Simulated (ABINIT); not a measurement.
# SiC2 (P6/mmm) in ABINIT: notebook

The runs below take SiC2 through single point, with PBE, PBEsol.

Everything below comes from runs of ABINIT 10.8.3 (patched build). Logs are shortened: lines on timing, memory, paths and dates and some standing lists are left out, and cuts for length are marked. The log counts tension as positive stress, the text compression.

## (1) The structure

The structure is hexagonal, space group P6/mmm (No. 191). Conventional cell: a = 2.465 Å, b = 2.465 Å, c = 7.127 Å, α = 90.00°, β = 90.00°, γ = 120.00°. Si (site symmetry 6/mmm) is surrounded by 6 Si at 2.46 Å. Around C (site symmetry -6m2) lie 3 C at 1.42 Å.

The cell was built by a generator and needn't be a form met in nature.

## (2) Single point, PBE

run.abi reads:

```
# Pseudopotentials
pp_dirpath "./"
pseudos "Si.upf, C.upf"

# Structure
acell 3*1.0
rprim
     4.6580048219     0.0000000000     0.0000000000
    -2.3289929623     4.0339416665     0.0000000000
     0.0000000000     0.0000000000    13.4689284670
ntypat 2
znucl 14 6
natom 3
typat 1 2 2
xred
     0.0000000000     0.0000000000     0.0000000000
     0.3333300000     0.6666700000     0.5000000000
     0.6666700000     0.3333300000     0.5000000000

# Plane-wave basis
ecut 31.0

# k points
kptopt 1
ngkpt 9 9 3
nshiftk 1
shiftk 0.0 0.0 0.0

# Exchange and correlation
ixc 11

# Bands and occupations
nband 10
occopt 3
tsmear 0.05 eV

# SCF cycle
nstep 100
tolvrs 1.0e-10

# Output
iomode 3
prtwf 0
prtden 0
prteig 0
prtebands 0
```

Potentials or basis: PseudoDojo NC SR PBE v0.4.1 standard.

Command:

```sh
> abinit run.abi > log 2>&1
```

run.abo:

```text
.Version 10.8.3 of ABINIT
 Symmetries : space group P6/m m m (#191); Bravais hP (primitive hexag.)
================================================================================
 Values of the parameters that define the memory need of the present run
     intxc =       0    ionmov =       0      iscf =       7    lmnmax =       6
     lnmax =       6     mgfft =      72  mpssoang =       3    mqgrid =    3376
     natom =       3  nloc_mem =       1    nspden =       1   nspinor =       1
    nsppol =       1      nsym =      24    n1xccc =    2501    ntypat =       2
    occopt =       3   xclevel =       2
       mpw =        2106          nfft =       41472          nkpt =          24
================================================================================
================================================================================

--------------------------------------------------------------------------------
------------- Echo of variables that govern the present computation ------------
--------------------------------------------------------------------------------
 -outvars: echo values of preprocessed input variables --------
            acell      4.6580033561E+00  4.6580033561E+00  1.3468928467E+01 Bohr
              amu      2.80855000E+01  1.20110000E+01
             ecut      3.10000000E+01 Hartree
              ixc          11
         kptrlatt        9    0    0      0    9    0      0    0    3
          kptrlen      4.04067854E+01
            natom           3
            nband          10
            ngfft          24      24      72
             nkpt          24
            nstep         100
             nsym          24
           ntypat           2
           occopt           3
           prtden           0
        prtebands           0
           prteig           0
            prtwf           0
            rprim      1.0000000000E+00 -2.7056405584E-06  0.0000000000E+00
                      -4.9999765684E-01  8.6602675660E-01  0.0000000000E+00
                       0.0000000000E+00  0.0000000000E+00  1.0000000000E+00
          spgroup         191
           tolvrs      1.00000000E-10
           tsmear      1.83746611E-03 Hartree
            typat      1  2  2
           xangst      0.0000000000E+00  0.0000000000E+00  0.0000000000E+00
                       3.8504403779E-06  1.4231160033E+00  3.5637249976E+00
                       1.2324565366E+00  7.1155466705E-01  3.5637249976E+00
            xcart      0.0000000000E+00  0.0000000000E+00  0.0000000000E+00
                       7.2762777783E-06  2.6892994915E+00  6.7344642335E+00
                       2.3290053162E+00  1.3446434443E+00  6.7344642335E+00
             xred      0.0000000000E+00  0.0000000000E+00  0.0000000000E+00
                       3.3333333333E-01  6.6666666667E-01  5.0000000000E-01
                       6.6666666667E-01  3.3333333333E-01  5.0000000000E-01
            znucl       14.00000    6.00000
[... 108 lines left out ...]

 ----iterations are completed or convergence reached----

 Mean square residual over all n,k,spin=   87.222E-08; max=  12.380E-05
 reduced coordinates (array xred) for    3 atoms
       0.000000000000      0.000000000000      0.000000000000
       0.333333333333      0.666666666667      0.500000000000
       0.666666666667      0.333333333333      0.500000000000
 rms dE/dt=  0.0000E+00; max dE/dt=  0.0000E+00; dE/dt below (all hartree)
    1       0.000000000000      0.000000000000      0.000000000000
    2       0.000000000000      0.000000000000      0.000000000000
    3       0.000000000000      0.000000000000      0.000000000000

 cartesian coordinates (angstrom) at end:
    1      0.00000000000000     0.00000000000000     0.00000000000000
    2      0.00000385044038     1.42311600325414     3.56372499759187
    3      1.23245653657046     0.71155466704789     3.56372499759187

 cartesian forces (hartree/bohr) at end:
    1     -0.00000000000000    -0.00000000000000    -0.00000000000000
    2     -0.00000000000000    -0.00000000000000    -0.00000000000000
    3     -0.00000000000000    -0.00000000000000    -0.00000000000000
 frms,max,avg= 0.0000000E+00 0.0000000E+00   0.000E+00  0.000E+00  0.000E+00 h/b

 cartesian forces (eV/Angstrom) at end:
    1     -0.00000000000000    -0.00000000000000    -0.00000000000000
    2     -0.00000000000000    -0.00000000000000    -0.00000000000000
    3     -0.00000000000000    -0.00000000000000    -0.00000000000000
 frms,max,avg= 0.0000000E+00 0.0000000E+00   0.000E+00  0.000E+00  0.000E+00 e/A
 length scales=  4.658003356145  4.658003356145 13.468928467000 bohr
              =  2.464909222710  2.464909222710  7.127449995184 angstroms
 Fermi (or HOMO) energy (hartree) =   0.18824   Average Vxc (hartree)=  -0.36345
 Eigenvalues (hartree) for nkpt=  24  k points:
 kpt#   1, nband= 10, wtk=  0.00412, kpt=  0.0000  0.0000  0.0000 (reduced coord)
  -0.53245   -0.30373   -0.10752    0.04532    0.07477    0.07477    0.28869    0.49559
   0.49559    0.60053
      occupation numbers for kpt#   1
   2.00000    2.00000    2.00000    2.00000    2.00000    2.00000    0.00000    0.00000
   0.00000    0.00000
 prteigrs : prtvol=0 or 1, do not print more k-points.

--- !EnergyTerms
iteration_state     : {dtset: 1, }
comment             : Components of total free energy in Hartree
kinetic             :  9.92969677609698E+00
hartree             :  7.26056448283749E+00
xc                  : -5.83072713186781E+00
Ewald energy        : -8.99257463348387E+00
psp_core            :  8.52058977776196E-01
local_psp           : -1.94692611548326E+01
non_local_psp       :  9.89422324076703E-03
internal            : -1.62403484602328E+01
'-kT*entropy'       : -2.89160827023727E-04
total_energy        : -1.62406376210599E+01
total_energy_eV     : -4.41930263187670E+02
band_energy         : -1.31679042679487E+00
...

 Cartesian components of stress tensor (hartree/bohr^3)
  sigma(1 1)=  1.44484047E-05  sigma(3 2)=  0.00000000E+00
  sigma(2 2)=  1.44484047E-05  sigma(3 1)=  0.00000000E+00
  sigma(3 3)= -3.95401659E-05  sigma(2 1)=  0.00000000E+00

-Cartesian components of stress tensor (GPa)         [Pressure=  1.0438E-01 GPa]
- sigma(1 1)=  4.25086743E-01  sigma(3 2)=  0.00000000E+00
- sigma(2 2)=  4.25086743E-01  sigma(3 1)=  0.00000000E+00
- sigma(3 3)= -1.16331184E+00  sigma(2 1)=  0.00000000E+00

== END DATASET(S) ==============================================================
================================================================================

 -outvars: echo values of variables after computation  --------
            acell      4.6580033561E+00  4.6580033561E+00  1.3468928467E+01 Bohr
           etotal     -1.6240637621E+01
            fcart     -0.0000000000E+00 -0.0000000000E+00 -0.0000000000E+00
                      -0.0000000000E+00 -0.0000000000E+00 -0.0000000000E+00
                      -0.0000000000E+00 -0.0000000000E+00 -0.0000000000E+00
            rprim      1.0000000000E+00 -2.7056405584E-06  0.0000000000E+00
                      -4.9999765684E-01  8.6602675660E-01  0.0000000000E+00
                       0.0000000000E+00  0.0000000000E+00  1.0000000000E+00
           strten      1.4448404728E-05  1.4448404728E-05 -3.9540165878E-05
                       0.0000000000E+00  0.0000000000E+00  0.0000000000E+00
           xangst      0.0000000000E+00  0.0000000000E+00  0.0000000000E+00
                       3.8504403779E-06  1.4231160033E+00  3.5637249976E+00
                       1.2324565366E+00  7.1155466705E-01  3.5637249976E+00
             xred      0.0000000000E+00  0.0000000000E+00  0.0000000000E+00
                       3.3333333333E-01  6.6666666667E-01  5.0000000000E-01
                       6.6666666667E-01  3.3333333333E-01  5.0000000000E-01
 Calculation completed.
```

Run time: 14 s. Hardware: 1 thread of Arm Neoverse V2, shared host; peak memory 0.07 GiB.

What came out:

```yaml
Free_energy: -441.9303 eV
Band_gap_on_the_k_mesh: none (metal or under the smearing width)
Valence_electrons_inside_the_program's_atomic_spheres: Si 1.71; C 4.77
```

Caveat: the cutoff is too short for stress, so the log's stress isn't used; this functional lacks dispersion, which binds the layers, so the pressure and a relaxed spacing across them are unreliable.

## (3) Single point, PBEsol (atoms moved at random)

run.abi reads:

```
# Pseudopotentials
pp_dirpath "./"
pseudos "Si.GGA_PBE-ansatz.xml, C.GGA_PBE-ansatz.xml"

# Structure
acell 2.46491 2.4649034487 7.12745 Angstrom
rprim
     1.0000000000     0.0000000000     0.0000000000
    -0.4999993004     0.8660258077     0.0000000000
     0.0000000000     0.0000000000     1.0000000000
ntypat 2
znucl 14 6
natom 3
typat 1 2 2
xred
     0.0001370000     0.0011450000     0.0023960000
     0.3365710000     0.6669370000     0.4984400000
     0.6590860000     0.3374570000     0.5008690000
chkprim 0
chksymtnons 0
tolsym 1.0e-6

# Plane-wave basis
ecut 326.536635 eV
pawecutdg 24.0
pawxcdev 0
pawovlp -1

# k points
kptopt 1
ngkpt 9 9 3
nshiftk 1
shiftk 0.0 0.0 0.0

# Exchange and correlation
ixc -116133

# Bands and occupations
nband 10
occopt 3
tsmear 0.00183747

# SCF cycle
nstep 100
tolvrs 1.0e-9

# Output
iomode 3
prtwf 0
prtden 0
prteig 0
prtebands 0
```

Potentials or basis: Ansatz PAW PBE default generated set, frozen core.

Command:

```sh
> abinit run.abi > log 2>&1
```

run.abo:

```text
[... set-up lines left out ...]
 ETOT  1  -15.411461176077    -1.541E+01 1.371E-01 5.936E+00
 ETOT  2  -15.404261486040     7.200E-03 5.882E-03 6.703E-01
 ETOT  3  -15.398997811090     5.264E-03 1.208E-02 1.995E-02
 ETOT  4  -15.398984273585     1.354E-05 5.507E-03 3.810E-03
 ETOT  5  -15.398991971057    -7.697E-06 3.304E-03 2.759E-04
 ETOT  6  -15.398992577455    -6.064E-07 1.014E-03 4.201E-05
 ETOT  7  -15.398992762252    -1.848E-07 4.680E-04 9.460E-06
 ETOT  8  -15.398992834071    -7.182E-08 3.609E-04 5.938E-07
 ETOT  9  -15.398992828830     5.241E-09 1.729E-04 3.064E-08
 ETOT 10  -15.398992828691     1.389E-10 1.721E-04 3.483E-09
 ETOT 11  -15.398992828684     6.439E-12 1.982E-04 3.739E-10

 At SCF step   11       nres2   =  3.74E-10 < tolvrs=  1.00E-09 =>converged.

 Cartesian components of stress tensor (hartree/bohr^3)
  sigma(1 1)=  1.15944611E-04  sigma(3 2)=  1.23184671E-06
  sigma(2 2)=  1.45182518E-04  sigma(3 1)= -4.24858205E-06
  sigma(3 3)=  9.57035434E-05  sigma(2 1)=  5.11796664E-05

--- !ResultsGS
iteration_state: {dtset: 1, }
[... 119 lines left out ...]
  sigma(3 3)=  9.57035434E-05  sigma(2 1)=  5.11796664E-05

-Cartesian components of stress tensor (GPa)         [Pressure= -3.4994E+00 GPa]
- sigma(1 1)=  3.41120823E+00  sigma(3 2)=  3.62421816E-02
- sigma(2 2)=  4.27141715E+00  sigma(3 1)= -1.24997600E-01
- sigma(3 3)=  2.81569546E+00  sigma(2 1)=  1.50575777E+00

== END DATASET(S) ==============================================================
================================================================================

 -outvars: echo values of variables after computation  --------
            acell      4.6580048250E+00  4.6579924448E+00  1.3468928476E+01 Bohr
           etotal     -1.5398992829E+01
            fcart      4.3998650669E-06 -1.7694869197E-06 -1.7382184572E-04
                      -3.3387152185E-02  9.7185447182E-03  5.4039455399E-03
                       3.3382752320E-02 -9.7167752312E-03 -5.2301236942E-03
            rprim      1.0000000000E+00  0.0000000000E+00  0.0000000000E+00
                      -4.9999930040E-01  8.6602580770E-01  0.0000000000E+00
                       0.0000000000E+00  0.0000000000E+00  1.0000000000E+00
           strten      1.1594461115E-04  1.4518251790E-04  9.5703543370E-05
                       1.2318467146E-06 -4.2485820543E-06  5.1179666404E-05
           xangst     -1.0734625799E-03  2.4441971501E-03  1.7077370200E-02
                       7.6507180243E-03  1.4236904058E+00  3.5526061780E+00
                       1.2086887926E+00  7.2035933421E-01  3.5699187541E+00
             xred      1.3700000000E-04  1.1450000000E-03  2.3960000000E-03
                       3.3657100000E-01  6.6693700000E-01  4.9844000000E-01
                       6.5908600000E-01  3.3745700000E-01  5.0086900000E-01
 Calculation completed.
```

Wall time 50 s (1 thread of Arm Neoverse V2, shared host); peak memory 0.21 GiB.

Results:

```yaml
Free_energy: -419.0279 eV
Largest_force: 1.810 eV/Å
Band_gap_on_the_k_mesh: none (metal or under the smearing width)
```

Forces in eV/Å, atoms in the order of the input:
```
Si   0.000  0.000 -0.009
C   -1.717  0.500  0.278
C    1.717 -0.500 -0.269
```

Levels at points of the mesh, in eV from the Fermi level:
| k point | band 2 | band 3 | band 4 | band 5 | band 6 | band 7 | band 8 | band 9 | band 10 |
| --- | --- | --- | --- | --- | --- | --- | --- | --- | --- |
| (0.00, 0.00, 0.00) | -13.36 | -8.21 | -3.89 | -3.67 | -2.69 | 2.51 | 7.50 | 8.76 | 10.97 |

Caveat: the cutoff is too short for stress, so the log's stress isn't used; the atomic spheres overlap; the PAW data sets were made with another functional, which shifts forces and pressure a little.
